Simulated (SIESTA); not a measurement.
The system is MgMnO3.

```
Mn Mg O
1.0
     2.46710    1.42438    4.56529
    -2.46710    1.42438    4.56529
     0.00000   -2.84876    4.56529
Mn Mg O
2 2 6
Cartesian
  0.0000 0.0000 4.6860
  0.0000 0.0000 9.0098
  0.0000 0.0000 1.9264
  0.0000 0.0000 11.7695
  -0.6583 1.4993 5.6314
  1.6276 -0.1795 5.6314
  -0.9693 -1.3198 5.6314
  0.9693 1.3198 8.0645
  -1.6276 0.1795 8.0645
  0.6583 -1.4993 8.0645
```

The cell comes from a database or a generator and needn't be the stable form of this composition.

* Program: SIESTA 5.4.2
* Task: single point
* Functional: PBEsol
* Potentials or basis: PseudoDojo 0.4 standard (PBEsol files)
* Basis: DZP (energy shift 0.003 Ry; two zetas on semicore shells)
* Grid cutoff: 800 Ry
* Energy shift: 0.003 Ry
* k mesh: 7 × 7 × 7
* Occupations: fermi-dirac, width 0.05 eV
* Spin: collinear spin, ferromagnetic start
* Starting moments: [4.0, 4.0, 0.0, 0.0, 0.0, 0.0, 0.0, 0.0, 0.0, 0.0] μB

On this cell: pressure 2.4 GPa; largest force 0.206 eV/Å; net moment 6.00 μB per cell; site moments Mn +2.87; Mg -0.00; O +0.05 μB; band gap on the k mesh 1.39 eV, indirect (least direct gap 1.40 eV).

The same run follows on a disturbed copy (atoms moved at random, drawn with an rms of 0.05 Å):

```
CELL_PARAMETERS angstrom
2.46710 1.42438 4.56529
-2.46710 1.42438 4.56529
0.00000 -2.84876 4.56529
ATOMIC_POSITIONS crystal
Mn 0.34043 0.33675 0.35777
Mn 0.66308 0.64672 0.65712
Mg 0.13223 0.13997 0.14777
Mg 0.86071 0.85430 0.86164
O 0.45399 0.72751 0.05739
O 0.71788 0.03941 0.46444
O 0.06468 0.45559 0.71930
O 0.93558 0.53709 0.28199
O 0.27692 0.93712 0.55079
O 0.55208 0.28026 0.93135
```

What does the disturbed cell give?

The energy moves by +17.4 meV/atom; pressure 2.3 GPa; largest force 1.544 eV/Å; net moment 6.00 μB per cell; site moments Mn +2.90, +2.84; Mg -0.00; O +0.02, +0.06, +0.04, +0.03 μB; band gap on the k mesh 1.23 eV, indirect (least direct gap 1.28 eV).

Forces on the atoms (eV/Å):
```
Mn   0.186  1.312 -0.792
Mn  -0.712 -0.653 -0.265
Mg   0.218  0.049 -0.012
Mg  -0.236 -0.126  0.146
O    0.741 -0.683 -0.663
O   -0.583  0.940  0.657
O    0.014 -0.151 -0.163
O    0.382 -0.190  0.598
O    0.212  0.296  0.209
O   -0.218 -0.795  0.284
```

Stress tensor (GPa, compression positive):
```
 2.87 -0.66 -0.85
-0.66  3.51  1.22
-0.85  1.22  0.41
```

Caveats: short orbitals over semicore shells can move pressures by several GPa; an odd mesh through Γ misses points on the zone boundary, where band edges often lie; the basis of atomic orbitals isn't converged, which shifts pressures, moduli and gaps; only a ferromagnetic start was run, and an antiferromagnetic order may lie lower in energy.
